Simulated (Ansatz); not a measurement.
**CH6AlInO2: small, medium and large basis sets**

How large a basis does CH6AlInO2 need? Two functionals are run in growing sets.

The runs use Ansatz 0.2.0, Gaussian basis; one geometry, several basis sets.

The runs, in order: PBE0-D4/def2-SVP; ωB97M-V/def2-SVP; PBE0-D4/def2-QZVPP; ωB97M-V/def2-QZVPP; the functionals' def2-TZVPP values are taken from earlier runs.

### Step 1. The geometry

An earlier PBE0-D4 in a triple-zeta def2 set relaxation fixed the geometry. In takes the def2 core potential; no spin-orbit term is included.

SMILES `OC[O][AlH][InH2]`, 11 atoms, charge 0, spin multiplicity 1.

Atoms are counted from 1 here; the program's logs count them from 0.

Bond lengths: O1–C2 1.445 Å, O1–H6 0.961 Å, C2–O3 1.352 Å, C2–H7 1.099 Å, C2–H8 1.099 Å, O3–Al4 1.731 Å, Al4–In5 2.625 Å, Al4–H9 1.588 Å, In5–H10 1.736 Å, In5–H11 1.735 Å. Angles: C2–O1–H6 110.1°, O1–C2–O3 110.1°, O1–C2–H7 107.8°, O1–C2–H8 107.8°, O3–C2–H7 110.8°, O3–C2–H8 110.7°, H7–C2–H8 109.6°, C2–O3–Al4 131.8°, O3–Al4–In5 101.4°, O3–Al4–H9 111.3°, In5–Al4–H9 147.3°, Al4–In5–H10 121.9°, Al4–In5–H11 122.4°, H10–In5–H11 115.6°.

### Step 2. PBE0-D4 in def2-SVP

Input file in.yaml:

```yaml
crystal:
  periodic: [false, false, false]
  atoms:
    - {symbol: O, position_ang: [0.936661, -0.562318, -0.197899]}
    - {symbol: C, position_ang: [0.550699, -0.799468, 1.174251]}
    - {symbol: O, position_ang: [-0.607854, -0.158405, 1.448494]}
    - {symbol: Al, position_ang: [-1.618689, 0.861570, 0.481171]}
    - {symbol: In, position_ang: [-0.310448, 0.882417, -1.794133]}
    - {symbol: H, position_ang: [1.768574, -1.004761, -0.388492]}
    - {symbol: H, position_ang: [1.360943, -0.433172, 1.820153]}
    - {symbol: H, position_ang: [0.435831, -1.884213, 1.307483]}
    - {symbol: H, position_ang: [-2.881399, 1.366361, 1.300536]}
    - {symbol: H, position_ang: [0.947627, 2.033876, -2.118268]}
    - {symbol: H, position_ang: [-0.581966, -0.301886, -3.033264]}
basis:
  gaussian: {orbitals: def2-SVP}
hamiltonian: {xc: pbe0, dispersion: d4}
output: {orbitals: {seedname: orbitals}}
```

On the command line:

```sh
$ ansatz run in.yaml --threads 4 --pin off --events-out ev --progress --plain --max-ram 10444MiB
```

The runs that follow: ωB97M-V in def2-SVP; PBE0-D4 in def2-QZVPP; ωB97M-V in def2-QZVPP.

Before running them: what should the planned runs give, taken together? Wanted: PBE0-D4: double and triple zeta above quadruple; ωB97M-V: double and triple zeta above quadruple.

The runs gave:

| quantity | value |
| --- | --- |
| PBE0-D4: double and triple zeta above quadruple | 9.23, 0.54 eV |
| ωB97M-V: double and triple zeta above quadruple | 9.41, 0.53 eV |

What this shows: PBE0-D4 gains 8.69 eV from double to triple zeta, then 0.54 eV more. These are total energies; as a rule much of such shifts cancels in differences, which this series doesn't test.
